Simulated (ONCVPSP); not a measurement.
# Pseudopotential generation for Co: ONCV, PW91

Aim: build the potential from the settings below, then test how well it stands in for the atom: other configurations, scattering, ghost states and the plane-wave cutoff that it needs.

The numbers are computed with ONCVPSP 4.0.1 (PW91, scalar-relativistic, spin-unpolarised reference atom).

## (1) Settings

Typed settings, in words:

```
element                 : cobalt (Co, Z = 27)
type                    : optimised norm-conserving Vanderbilt (ONCV)
frozen core             : [Ar]
valence charge          : 9
reference configuration : 3d7 4s2
partial waves           : 4s: rc 1.95 bohr, ncon 4, nbas 9, qcut 4.1 1/bohr, 1 projector; p scattering state at 0.29 Ha: rc 1.65 bohr, ncon 3, nbas 6, qcut 4.4 1/bohr, 2 projectors, debl 1.3 Ha; 3d: rc 1.45 bohr, ncon 3, nbas 8, qcut 10.2 1/bohr, 3 projectors, debl 0.4 Ha
local potential         : polynomial inside 1.15 bohr (lpopt 1, dvloc0 6 Ha)
core correction         : not asked for
```

An earlier all-electron run gives the scale for the radii.

All-electron outer shells of the reference configuration (PW91, scalar-relativistic, ld1.x):

```tsv
shell	level (eV)	outermost node (bohr)	outermost maximum (bohr)
3p	-65.69	0.28	0.68
3d	-8.28	–	0.66
4s	-5.53	0.96	2.32
4p	-1.33	1.05	3.25
```

## (2) Generation

Contents of Co.dat:

```
# ATOM AND REFERENCE CONFIGURATION
# atsym  z   nc   nv     iexc    psfile
  Co 27.00    5    2  -109134      upf
#
#   n    l    f
    1    0    2.00
    2    0    2.00
    2    1    6.00
    3    0    2.00
    3    1    6.00
    3    2    7.00
    4    0    2.00
#
# PSEUDOPOTENTIAL AND OPTIMIZATION
# lmax
    2
#
#   l,   rc,      ep,       ncon, nbas, qcut
    0    1.95    0.00    4    9    4.10
    1    1.65    0.29    3    6    4.40
    2    1.45    0.00    3    8   10.20
#
# LOCAL POTENTIAL
# lloc, lpopt,  rc(5),   dvloc0
    4    1    1.15    6.00
#
# VANDERBILT-KLEINMAN-BYLANDER PROJECTORs
# l, nproj, debl
    0    1    1.40
    1    2    1.30
    2    3    0.40
#
# MODEL CORE CHARGE
# icmod, fcfact, rcfact
    0    0.00    0.00
#
# LOG DERIVATIVE ANALYSIS
# epsh1, epsh2, depsh
   -2.00    5.00    0.02
#
# OUTPUT GRID
# rlmax, drl
    6.00    0.01
#
# TEST CONFIGURATIONS
# ncnf
    4
# nvcnf
#   n    l    f
    2
    3    2    7.00
    4    0    1.00
#
    2
    3    2    7.00
    4    0    0.00
#
    2
    3    2    6.00
    4    0    0.00
#
    2
    3    2    5.00
    4    0    0.00
#
```

Run with:

```bash
oncvpsp.x < Co.dat > Co.out
```

Q: Predict the outcome of this session. Wanted: cutoffs for 1 and 0.1 mHa per electron, occupied waves; bound ghosts; GHOST(+) flags; largest test error; largest phase difference near zero energy, channels read.

The runs gave:

| quantity | value |
| --- | --- |
| cutoffs for 1 and 0.1 mHa per electron, occupied waves | 42 Ha and 47 Ha |
| bound ghosts | p at -48.19 eV |
| GHOST(+) flags | s at 22 eV |
| largest test error (AE − PS) | +248 meV, for 3d5 4s0 |
| largest phase difference near zero energy, channels read | 0.040 rad |

A bound ghost (p) makes it unfit for use: electrons can fall into a state that the atom doesn't have. The worst unpolarised test, 3d5 4s0, is off by 248 meV on 117.4 eV; by total energies transferability rates as fair for so large an energy. That test lies far up in energy; among those under 40 eV, nearer to bonding, the largest error is 43 meV. It counts as hard, with 42 Ha needed at the looser tolerance. At the looser tolerance the 3d wave is the slowest; 4s needs 5 Ha. Near zero energy the largest phase difference among the channels read is 0.04 rad, in the s channel. In the p channel the atom's pole at 4.97 Ha sits lower, at -1.68 Ha, in the pseudo curve. The pseudo curves have a pole with no partner nearby in the atom's: s at 0.74 Ha. At positive energy that is a spurious or a displaced resonance. The program also flags highly localised states, GHOST(+) (s).
